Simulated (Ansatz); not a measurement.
# GaSbH4Se: how energies converge with the basis set

Aim: see how fast density functionals converge with the basis set for GaSbH4Se.

Computed with Ansatz 0.2.0, Gaussian basis. Level: one geometry, several basis sets.

The runs, in order: PBE0-D4/def2-SVP; ωB97M-V/def2-SVP; PBE0-D4/def2-QZVPP; ωB97M-V/def2-QZVPP; the functionals' def2-TZVPP values are taken from earlier runs.

## 1. The geometry

An earlier PBE0-D4 in a triple-zeta def2 set relaxation fixed the geometry. Sb takes the def2 core potential; no spin-orbit term is included.

SMILES `[GaH2][SbH][SeH]`, 7 atoms, charge 0, spin multiplicity 1.

Atoms are counted from 1 here; the program's logs count them from 0.

Bond lengths: Ga1–Sb2 2.623 Å, Ga1–H4 1.572 Å, Ga1–H5 1.569 Å, Sb2–Se3 2.566 Å, Sb2–H6 1.718 Å, Se3–H7 1.469 Å. Angles: Sb2–Ga1–H4 117.9°, Sb2–Ga1–H5 120.6°, H4–Ga1–H5 121.5°, Ga1–Sb2–Se3 92.6°, Ga1–Sb2–H6 87.2°, Se3–Sb2–H6 96.5°, Sb2–Se3–H7 93.0°.

## 2. PBE0-D4 in def2-SVP

in.yaml

```yaml
crystal:
  periodic: [false, false, false]
  atoms:
    - {symbol: Ga, position_ang: [-1.136437, 0.772472, -0.950871]}
    - {symbol: Sb, position_ang: [-0.364129, -0.814899, 0.989272]}
    - {symbol: Se, position_ang: [2.038364, -0.934865, 0.094752]}
    - {symbol: H, position_ang: [-2.441673, 1.620865, -0.732038]}
    - {symbol: H, position_ang: [-0.331143, 0.839147, -2.296210]}
    - {symbol: H, position_ang: [-0.147057, 0.596050, 1.944674]}
    - {symbol: H, position_ang: [2.382065, -2.078780, 0.950421]}
basis:
  gaussian: {orbitals: def2-SVP}
hamiltonian: {xc: pbe0, dispersion: d4}
output: {orbitals: {seedname: orbitals}}
```

Command:

```console
> ansatz run in.yaml --threads 4 --pin off --events-out ev --progress --plain --max-ram 10444MiB
```

Further steps of the session: ωB97M-V in def2-SVP; PBE0-D4 in def2-QZVPP; ωB97M-V in def2-QZVPP.

**Question.** What will the summary of the whole plan be? Wanted: PBE0-D4: double and triple zeta above quadruple; ωB97M-V: double and triple zeta above quadruple.

The runs gave:

| quantity | value |
| --- | --- |
| PBE0-D4: double and triple zeta above quadruple | 17.67, 2.62 eV |
| ωB97M-V: double and triple zeta above quadruple | 17.60, 2.56 eV |

**Reading.** PBE0-D4 gains 15.04 eV from double to triple zeta, then 2.62 eV more. Total energies overstate the basis error of differences, where much of it tends to cancel.
